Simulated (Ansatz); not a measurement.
# CH₃AlBNO: one species, many methods

An exercise on one series of results from a longer session: the logs are not shown, and one member is left open.

Method: functionals in def2-TZVPP, the program's frozen cores in correlated methods; program: Ansatz 0.2.0, Gaussian basis.

The runs, in order: LDA (SPW92), PBE-D4, revPBE-D4, BLYP-D4, r2SCAN-D4, B97M-V, PBE0-D4, B3LYP-D4, r2SCANh-D4, r2SCAN0-D4, HSE06-D4, BHLYP-D4, CAM-B3LYP-D4, LC-ωPBE, ωB97X-V, ωB97M-V, B2PLYP, PBE-QIDH; CCSD(T)/def2-SVP; CCSD(T)/def2-TZVPP; MP2/def2-QZVPP; extrapolation to the limit; RPA on PBE.

## The relaxed structure

An earlier PBE0-D4 in a triple-zeta def2 set relaxation fixed the geometry.

SMILES `N=[C]1B[O][AlH]1`, 8 atoms, charge 0, spin multiplicity 1.

Atoms are counted from 1 here; the program's logs count them from 0.

Bond lengths: N1–C2 1.264 Å, N1–H6 1.023 Å, C2–B3 1.608 Å, C2–Al5 1.991 Å, B3–O4 1.360 Å, B3–H7 1.197 Å, O4–Al5 1.764 Å, Al5–H8 1.585 Å. Angles: C2–N1–H6 112.6°, N1–C2–B3 129.3°, N1–C2–Al5 151.0°, B3–C2–Al5 79.7°, C2–B3–O4 106.5°, C2–B3–H7 129.7°, O4–B3–H7 123.8°, B3–O4–Al5 95.3°, C2–Al5–O4 78.5°, C2–Al5–H8 156.8°, O4–Al5–H8 124.6°.

Set-up of the first run:

Input file in.yaml:

```yaml
crystal:
  periodic: [false, false, false]
  atoms:
    - {symbol: N, position_ang: [-0.511075, 1.884679, -0.129020]}
    - {symbol: C, position_ang: [-0.193665, 0.663953, -0.041669]}
    - {symbol: B, position_ang: [1.162558, -0.070249, -0.498647]}
    - {symbol: O, position_ang: [1.012031, -1.386221, -0.189076]}
    - {symbol: Al, position_ang: [-0.607927, -1.210382, 0.486787]}
    - {symbol: H, position_ang: [-1.444217, 2.075607, 0.243603]}
    - {symbol: H, position_ang: [2.143399, 0.384643, -1.011729]}
    - {symbol: H, position_ang: [-1.468904, -2.399129, 1.083852]}
basis:
  gaussian: {orbitals: def2-TZVPP}
hamiltonian: {xc: lda}
output: {orbitals: {seedname: orbitals}}
```

Started as:

```bash
> ansatz run in.yaml --threads 2 --pin off --events-out ev --progress --plain --max-ram 4352MiB
```

Steps of the session up to this table: LDA; PBE-D4 (GGA); revPBE-D4 (GGA); BLYP-D4 (GGA); r2SCAN-D4 (meta-GGA); B97M-V (meta-GGA); B3LYP-D4 (hybrid); r2SCANh-D4 (hybrid); r2SCAN0-D4 (hybrid); HSE06-D4 (hybrid); BHLYP-D4 (hybrid); CAM-B3LYP-D4 (range-separated); LC-ωPBE (range-separated); ωB97X-V (range-separated); ωB97M-V (range-separated); B2PLYP (double hybrid); PBE-QIDH (double hybrid).

One of the session's tables, all rows but one given; the rest of the session is left out.

It belongs to the step «Orbital energies across the functionals». 

```
  functional  HOMO (eV)  LUMO (eV)  gap (eV)
 LDA (SPW92)      -5.18      -3.41      1.77
      PBE-D4      -5.07      -3.16      1.91
   revPBE-D4      -5.01      -3.06      1.95
     BLYP-D4      -4.97      -2.99      1.97
   r2SCAN-D4          ?          ?         ?
      B97M-V      -5.36      -2.96      2.40
     PBE0-D4      -6.22      -2.20      4.02
    B3LYP-D4      -6.05      -2.40      3.65
  r2SCANh-D4      -5.67      -2.64      3.03
  r2SCAN0-D4      -6.34      -2.12      4.22
    HSE06-D4      -5.83      -2.58      3.25
    BHLYP-D4      -7.35      -1.22      6.13
CAM-B3LYP-D4      -7.53      -1.10      6.43
     LC-ωPBE      -8.78       0.01      8.79
     ωB97X-V      -8.47      -0.07      8.39
     ωB97M-V      -8.35      -0.25      8.09
```

Estimate the missing values for r2SCAN-D4.

Worked estimate for «HOMO (eV)». Against the share of exact exchange, r2SCANh-D4 (0.1, -5.67), r2SCAN0-D4 (0.25, -6.34) give a slope of -4.47 per unit share; at 0 the line stands at -5.22.

The run gave: HOMO (eV): -5.23; LUMO (eV): -3.00; gap (eV): 2.22. In «HOMO (eV)» the line misses by +0.01.
